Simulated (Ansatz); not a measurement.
**C3H6OSSi: one species, many methods**

An exercise on one series of results from a longer session: the logs are not shown, and one member is left open.

Method: functionals in def2-TZVPP, the program's frozen cores in correlated methods; program: Ansatz 0.2.0, Gaussian basis.

Plan: PBE-D4, r2SCAN-D4, PBE0-D4, B3LYP-D4, ωB97X-V, ωB97M-V, B2PLYP; CCSD(T)/def2-TZVPP; MP2/def2-QZVPP; extrapolation to the limit.

## The geometry

All runs share one geometry, relaxed beforehand with PBE0-D4 in a triple-zeta def2 set.

SMILES `C=C[SiH2]C(=O)S`, 12 atoms, charge 0, spin multiplicity 1.

Atoms are counted from 1 here; the program's logs count them from 0.

Bond lengths: C1–C2 1.330 Å, C1–H7 1.086 Å, C1–H8 1.086 Å, C2–Si3 1.851 Å, C2–H9 1.088 Å, Si3–C4 1.929 Å, Si3–H10 1.486 Å, Si3–H11 1.485 Å, C4–O5 1.202 Å, C4–S6 1.786 Å, S6–H12 1.347 Å. Angles: C2–C1–H7 121.9°, C2–C1–H8 122.0°, H7–C1–H8 116.1°, C1–C2–Si3 122.6°, C1–C2–H9 118.9°, Si3–C2–H9 118.5°, C2–Si3–C4 107.9°, C2–Si3–H10 110.5°, C2–Si3–H11 112.6°, C4–Si3–H10 109.9°, C4–Si3–H11 105.0°, H10–Si3–H11 110.7°, Si3–C4–O5 121.1°, Si3–C4–S6 115.7°, O5–C4–S6 123.2°, C4–S6–H12 95.3°.

Coordinates:

```tsv
atom	x (Å)	y (Å)	z (Å)
C1	0.14402	-2.27955	0.70385
C2	-0.18505	-1.02606	1.00391
Si3	0.73802	0.43415	0.34027
C4	-0.51155	1.53156	-0.63626
O5	-1.52074	1.93365	-0.12089
S6	-0.06680	1.89160	-2.32864
H7	0.98320	-2.51300	0.05461
H8	-0.40966	-3.12928	1.09314
H9	-1.03847	-0.84862	1.65531
H10	1.83418	-0.00734	-0.56019
H11	1.26364	1.31422	1.41474
H12	-1.15379	2.64348	-2.58593
```

The first run:

in.yaml

```yaml
crystal:
  periodic: [false, false, false]
  atoms:
    - {symbol: C, position_ang: [0.144022, -2.279548, 0.703852]}
    - {symbol: C, position_ang: [-0.185050, -1.026064, 1.003908]}
    - {symbol: Si, position_ang: [0.738016, 0.434151, 0.340270]}
    - {symbol: C, position_ang: [-0.511547, 1.531557, -0.636265]}
    - {symbol: O, position_ang: [-1.520737, 1.933653, -0.120894]}
    - {symbol: S, position_ang: [-0.066801, 1.891597, -2.328642]}
    - {symbol: H, position_ang: [0.983197, -2.512998, 0.054612]}
    - {symbol: H, position_ang: [-0.409660, -3.129284, 1.093137]}
    - {symbol: H, position_ang: [-1.038467, -0.848624, 1.655305]}
    - {symbol: H, position_ang: [1.834179, -0.007342, -0.560193]}
    - {symbol: H, position_ang: [1.263637, 1.314220, 1.414737]}
    - {symbol: H, position_ang: [-1.153787, 2.643482, -2.585928]}
basis:
  gaussian: {orbitals: def2-TZVPP}
hamiltonian: {xc: pbe, dispersion: d4}
output: {forces: true, orbitals: {seedname: orbitals}}
```

Started as:

```
$ ansatz run in.yaml --threads 4 --pin off --events-out ev --progress --plain --max-ram 10444MiB
```

Steps of the session up to this table: PBE-D4 (GGA); r2SCAN-D4 (meta-GGA); PBE0-D4 (hybrid); B3LYP-D4 (hybrid); ωB97X-V (range-separated); ωB97M-V (range-separated); B2PLYP (double hybrid); CCSD(T) in def2-TZVPP; MP2 in def2-QZVPP.

One of the session's tables, all rows but one given; the rest of the session is left out.

| method | atomisation energy (kJ/mol) |
| --- | --- |
| PBE-D4 | 4752.9 |
| r2SCAN-D4 | 4645.6 |
| PBE0-D4 | 4637.1 |
| B3LYP-D4 | 4619.3 |
| ωB97X-V | 4629.2 |
| ωB97M-V | 4632.8 |
| B2PLYP | 4565.5 |
| HF/def2-TZVPP | ? |
| MP2/def2-TZVPP | 4573.1 |
| CCSD/def2-TZVPP | 4391.9 |
| CCSD(T)/def2-TZVPP | 4482.4 |
| MP2/CBS | 4700.8 |
| CCSD(T)/CBS | 4610.0 |

Q: Estimate the row for HF/def2-TZVPP from the others.

As computed: atomisation energy (kJ/mol): 3284.4. In the column «atomisation energy (kJ/mol)» it is the lowest.
